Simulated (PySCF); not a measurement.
# UMP2/6-311G run of CHI2 (SMILES I[CH]I)

What is the energy difference between two shapes of CHI2 at UMP2/6-311G? 

Program for the calculation: PySCF 2.14.0.

4 further runs of the same task are left out: 1 for a known fault of the program, 1 that didn't finish, 2 set aside as unsound or not needed.

## (1) The structure to begin with

CHI2: 4 atoms, total charge 0, spin state doublet. SMILES: `I[CH]I`. The coordinates come from a PBE0-D4/def2-TZVP relaxation.

Bond lengths: I1–C2 2.038 Å, C2–I3 2.037 Å, C2–H4 1.081 Å. Angles: I1–C2–I3 123.3°, I1–C2–H4 117.2°, I3–C2–H4 117.2°.

## (2) Energy and one-electron properties at UMP2/6-311G

run.py

```python
# I[CH]I
from pyscf import gto, mp

molecule = gto.Mole()
molecule.atom = '''
I     -3.292470     0.471298    -1.498364
C      0.189351     0.356024     0.141540
I      1.763303    -2.866526     1.542205
H      1.444885     1.925253    -0.223555
'''
molecule.verbose = 3
molecule.unit = 'bohr'
molecule.basis = '6-311g'
molecule.spin = 1
molecule.max_memory = 1860
molecule.build()

calc0 = molecule.UHF()
calc0.max_cycle = 100
calc0 = calc0.newton()
calc0.kernel()

pt = mp.MP2(calc0).run()
etot = pt.e_tot
print('E = %.10f Eh' % etot)
dip = calc0.dip_moment()
pop, q = calc0.mulliken_pop()
quad = calc0.quad_moment()
dm_corr = pt.make_rdm1(ao_repr=True)
dip_corr = calc0.dip_moment(molecule, dm_corr)
```

The run is started by

```
OMP_NUM_THREADS=1 python run.py
```

What it wrote:

```text
converged SCF energy = -13871.8866836704  <S^2> = 0.78291207  2S+1 = 2.0326456
E(UMP2) = -13873.230951348  E_corr = -1.34426767760275
E(SCS-UMP2) = -13873.1016985619  E_corr = -1.21501489151268
E = -13873.2309513480 Eh
Dipole moment(X, Y, Z, Debye):  0.52048,  0.55924, -0.25104
 ** Mulliken pop       alpha | beta **
pop of  0 I 1s        0.47031 | 0.47031
pop of  0 I 2s        0.49963 | 0.49963
pop of  0 I 3s        0.52368 | 0.52368
pop of  0 I 4s        0.46051 | 0.46052
pop of  0 I 5s        0.47394 | 0.47393
pop of  0 I 6s        0.53181 | 0.53184
pop of  0 I 7s        0.48415 | 0.48388
pop of  0 I 8s        0.53887 | 0.53878
pop of  0 I 9s        0.64543 | 0.65080
pop of  0 I 10s        0.35103 | 0.33077
pop of  0 I 2px       0.83686 | 0.83698
pop of  0 I 2py       0.83728 | 0.83728
pop of  0 I 2pz       0.83721 | 0.83716
pop of  0 I 3px       0.19925 | 0.19922
pop of  0 I 3py       0.19915 | 0.19915
pop of  0 I 3pz       0.19917 | 0.19918
pop of  0 I 4px       0.55959 | 0.56024
pop of  0 I 4py       0.56198 | 0.56194
pop of  0 I 4pz       0.56153 | 0.56125
pop of  0 I 5px       0.39111 | 0.39065
pop of  0 I 5py       0.38933 | 0.38937
pop of  0 I 5pz       0.38966 | 0.38988
pop of  0 I 6px       0.48710 | 0.49076
pop of  0 I 6py       0.50136 | 0.50110
pop of  0 I 6pz       0.49874 | 0.49708
pop of  0 I 7px       0.50261 | 0.49957
pop of  0 I 7py       0.49240 | 0.49256
[... 91 lines of this table left out ...]
pop of  2 I 5dyz      0.48750 | 0.48703
pop of  2 I 5dz^2     0.48790 | 0.48768
pop of  2 I 5dxz      0.48795 | 0.48790
pop of  2 I 5dx2-y2    0.48704 | 0.48680
pop of  2 I 6dxy      0.50399 | 0.50418
pop of  2 I 6dyz      0.50423 | 0.50440
pop of  2 I 6dz^2     0.50431 | 0.50437
pop of  2 I 6dxz      0.50419 | 0.50419
pop of  2 I 6dx2-y2    0.50405 | 0.50420
pop of  3 H 1s        0.12437 | 0.14150
pop of  3 H 2s        0.18341 | 0.25218
pop of  3 H 3s       -0.00053 | 0.02039
In total            57.00000 | 56.00000
 ** Mulliken atomic charges   ( Nelec_alpha | Nelec_beta ) **
charge of  0I =      0.32555  (    26.30978     26.36467 )
charge of  1C =     -0.92983  (     4.07319      2.85663 )
charge of  2I =      0.32561  (    26.30977     26.36462 )
charge of  3H =      0.27867  (     0.30726      0.41408 )
Traceless quadrupole moment (Debye*A):

Dipole moment(X, Y, Z, Debye):  0.48793,  0.50343, -0.25818
```

It took 29 s on 1 thread of Intel Xeon Platinum 8488C (Sapphire Rapids), shared host; peak memory 1.2 GiB.

Atomic charges (e):

| atom | Mulliken |
| --- | --- |
| I1 | +0.326 |
| C2 | -0.930 |
| I3 | +0.326 |
| H4 | +0.279 |

## (3) The distorted shape, same level

input.py

```python
from pyscf import gto, mp

mol = gto.Mole()
mol.atom = '''
I     -3.297032     0.473133    -1.501784
C      0.139581     0.350327     0.115304
I      1.728910    -2.846971     1.570052
H      1.486632     1.949149    -0.193516
'''
mol.max_memory = 1860
mol.basis = '6-311g'
mol.spin = 1
mol.verbose = 3
mol.charge = 0
mol.unit = 'bohr'
mol.build()

mf = mol.UHF()
mf.max_cycle = 100
mf = mf.newton()
mf.kernel()

pt = mp.MP2(mf).run()
etot = pt.e_tot
print('E = %.10f Eh' % etot)
dip = mf.dip_moment()
pop, q = mf.mulliken_pop()
quad = mf.quad_moment()
dm_corr = pt.make_rdm1(ao_repr=True)
dip_corr = mf.dip_moment(mol, dm_corr)
```

The run is started by

```
OMP_NUM_THREADS=1 python input.py
```

What it wrote:

```text
converged SCF energy = -13871.8839988806  <S^2> = 0.7824896  2S+1 = 2.0322299
E(UMP2) = -13873.2290580984  E_corr = -1.34505921785529
E(SCS-UMP2) = -13873.0997302389  E_corr = -1.21573135832611
E = -13873.2290580984 Eh
Dipole moment(X, Y, Z, Debye):  0.43864,  0.60510, -0.27170
 ** Mulliken pop       alpha | beta **
pop of  0 I 1s        0.47031 | 0.47031
pop of  0 I 2s        0.49963 | 0.49963
pop of  0 I 3s        0.52368 | 0.52367
pop of  0 I 4s        0.46052 | 0.46052
pop of  0 I 5s        0.47393 | 0.47392
pop of  0 I 6s        0.53181 | 0.53185
pop of  0 I 7s        0.48412 | 0.48386
pop of  0 I 8s        0.53885 | 0.53879
pop of  0 I 9s        0.64570 | 0.65093
pop of  0 I 10s        0.35070 | 0.33024
pop of  0 I 2px       0.83687 | 0.83697
pop of  0 I 2py       0.83729 | 0.83728
pop of  0 I 2pz       0.83721 | 0.83716
pop of  0 I 3px       0.19924 | 0.19922
pop of  0 I 3py       0.19915 | 0.19915
pop of  0 I 3pz       0.19917 | 0.19918
pop of  0 I 4px       0.55963 | 0.56023
pop of  0 I 4py       0.56199 | 0.56194
pop of  0 I 4pz       0.56155 | 0.56125
pop of  0 I 5px       0.39108 | 0.39066
pop of  0 I 5py       0.38933 | 0.38936
pop of  0 I 5pz       0.38965 | 0.38988
pop of  0 I 6px       0.48730 | 0.49068
pop of  0 I 6py       0.50140 | 0.50111
pop of  0 I 6pz       0.49883 | 0.49707
pop of  0 I 7px       0.50237 | 0.49952
pop of  0 I 7py       0.49236 | 0.49255
[... 91 lines of this table left out ...]
pop of  2 I 5dyz      0.48749 | 0.48702
pop of  2 I 5dz^2     0.48790 | 0.48766
pop of  2 I 5dxz      0.48793 | 0.48786
pop of  2 I 5dx2-y2    0.48704 | 0.48679
pop of  2 I 6dxy      0.50401 | 0.50420
pop of  2 I 6dyz      0.50419 | 0.50437
pop of  2 I 6dz^2     0.50433 | 0.50440
pop of  2 I 6dxz      0.50419 | 0.50420
pop of  2 I 6dx2-y2    0.50403 | 0.50418
pop of  3 H 1s        0.11772 | 0.13557
pop of  3 H 2s        0.18450 | 0.25602
pop of  3 H 3s        0.00273 | 0.02460
In total            57.00000 | 56.00000
 ** Mulliken atomic charges   ( Nelec_alpha | Nelec_beta ) **
charge of  0I =      0.34498  (    26.30640     26.34862 )
charge of  1C =     -0.94440  (     4.07753      2.86687 )
charge of  2I =      0.32056  (    26.31113     26.36831 )
charge of  3H =      0.27886  (     0.30494      0.41619 )
Traceless quadrupole moment (Debye*A):

Dipole moment(X, Y, Z, Debye):  0.40595,  0.54995, -0.27751
```

Run time: 26 s. Hardware: 1 thread of Intel Xeon Platinum 8488C (Sapphire Rapids), shared host; peak memory 1.2 GiB.

Atomic charges (e):

| atom | Mulliken |
| --- | --- |
| I1 | +0.345 |
| C2 | -0.944 |
| I3 | +0.321 |
| H4 | +0.279 |

## (4) What came out

At UMP2/6-311G:

| quantity | value |
| --- | --- |
| first shape: total energy | -13873.23095 Eh |
| first shape: dipole moment (correlated density) | 0.75 D |
| first shape: HOMO energy (Hartree–Fock orbitals) (highest over α and β) | -9.09 eV |
| first shape: LUMO energy (Hartree–Fock orbitals) (lowest over α and β) | 1.23 eV |
| first shape: correlation energy | -1344.3 mEh |
| first shape: ⟨S²⟩ of the reference determinant | 0.783 |
| distorted shape: total energy | -13873.22906 Eh |
| distorted shape: dipole moment (correlated density) | 0.74 D |
| distorted shape: HOMO energy (Hartree–Fock orbitals) (highest over α and β) | -9.04 eV |
| distorted shape: LUMO energy (Hartree–Fock orbitals) (lowest over α and β) | 1.27 eV |
| distorted shape: correlation energy | -1345.1 mEh |
| distorted shape: ⟨S²⟩ of the reference determinant | 0.782 |
| energy change with the atoms displaced | 0.052 eV |

In words: With the atoms displaced the energy rises by 0.05 eV (5.0 kJ/mol). The first shape isn't relaxed at this level, so the change isn't measured from a minimum. Relativity is left out (first shape) although the molecule holds a heavy atom. Relativity is left out (distorted shape) although the molecule holds a heavy atom.
